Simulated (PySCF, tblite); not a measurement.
# C5H7O3 radical: geometry, infrared bands and EPR parameters

Wanted: the infrared bands and EPR parameters of C5H7O3 radical (`O=COC[C@@H]1[CH]CO1`), by calculation.

Programs: tblite 0.8.0 and PySCF 2.14.0, with density-fitted response routines of our own. Each step states its level of theory. These are calculated values for one molecule in the gas phase, unless marked as measured. Atoms count from 0, in the outputs and in this text.

## Step 1: Starting geometry

15 atoms, charge 0, multiplicity 2; geometry from: force field or distance geometry start.

Bonds of the start (Å): O0–C1 1.27, C1–O2 1.35, O2–C3 1.37, C3–C4 1.48, C4–C5 1.48, C5–C6 1.53, C6–O7 1.40, O7–C4 1.42, C1–H8 1.07, C3–H9 1.12, C3–H10 1.14, C4–H11 1.12, C5–H12 1.12, C6–H13 1.13, C6–H14 1.10.

## Step 2: Geometry optimisation with GFN2-xTB

Job settings and geometry (Å):

```
{"job": {"kind": "relax", "xc": "GFN2-xTB", "basis": "xTB"}, "charge": 0, "multiplicity": 2}
O     -1.877700    -0.022700     1.337700
C     -2.379300     0.298000     0.221000
O     -1.776200    -0.158500    -0.903200
C     -0.669500    -0.937100    -1.106300
C      0.638800    -0.453300    -0.598500
C      0.738800     0.270800     0.682900
C      1.743800     1.108200    -0.108500
O      0.971100     0.777600    -1.230400
H     -3.257100     0.917700     0.249200
H     -0.556000    -1.046100    -2.211900
H     -0.801900    -1.984500    -0.671100
H      1.457300    -1.214000    -0.713600
H      1.303200    -0.327800     1.442500
H      2.759300     0.618800    -0.113400
H      1.700900     2.160900     0.196000
```

The run is started by

```
$ OMP_NUM_THREADS=1 python probes_run.py task.json out
```

This one command runs all jobs of the session in turn.

**Question.** This job is followed by: GFN2-xTB harmonic vibrations, gas phase; UKS B3LYP, pcH-1 on C H O, non-relativistic, mean-field spin-orbit, GIAO. What will the session give for the following? strongest single infrared mode (GFN2-xTB); zero-point energy (GFN2-xTB); g(iso) (B3LYP); ⟨S²⟩; largest a(iso); potential on the surface of density 0.002 e/bohr³, 1st and 99th percentile.

**Answer**, as computed:

```
                                                                  quantity                  value
                                 strongest single infrared mode (GFN2-xTB)  1782 cm⁻¹, 463 km/mol
                                              zero-point energy (GFN2-xTB)          69.7 kcal/mol
                                                            g(iso) (B3LYP)                2.00262
                                                                      ⟨S²⟩     0.754 (exact 0.75)
                                                            largest a(iso)   13C on C5, 116.5 MHz
potential on the surface of density 0.002 e/bohr³, 1st and 99th percentile     -1.51 V and 1.14 V
```

Relaxing lowered the energy by 1.922 eV in 76 steps; the close pair that moved most is O0–C1, from 1.265 to 1.196 Å. No mode is imaginary among the 39: a minimum at this level. The strongest single mode, at 1782 cm⁻¹, moves mainly C1 and O0. GFN2-xTB is a fitted tight-binding method: band positions and strengths are rough. Its intensities can rank the bands wrongly. Most of the unpaired spin sits on C5 (1.00 e). The isotropic g lies 0.3 ppt above the free-electron value. These values are for one conformer; the search (at its own cheap level) found 2 more, at 0.03, 0.06 kcal/mol (those within 0.05 may be mirror or relabelled copies), and measured spectra average over such forms.
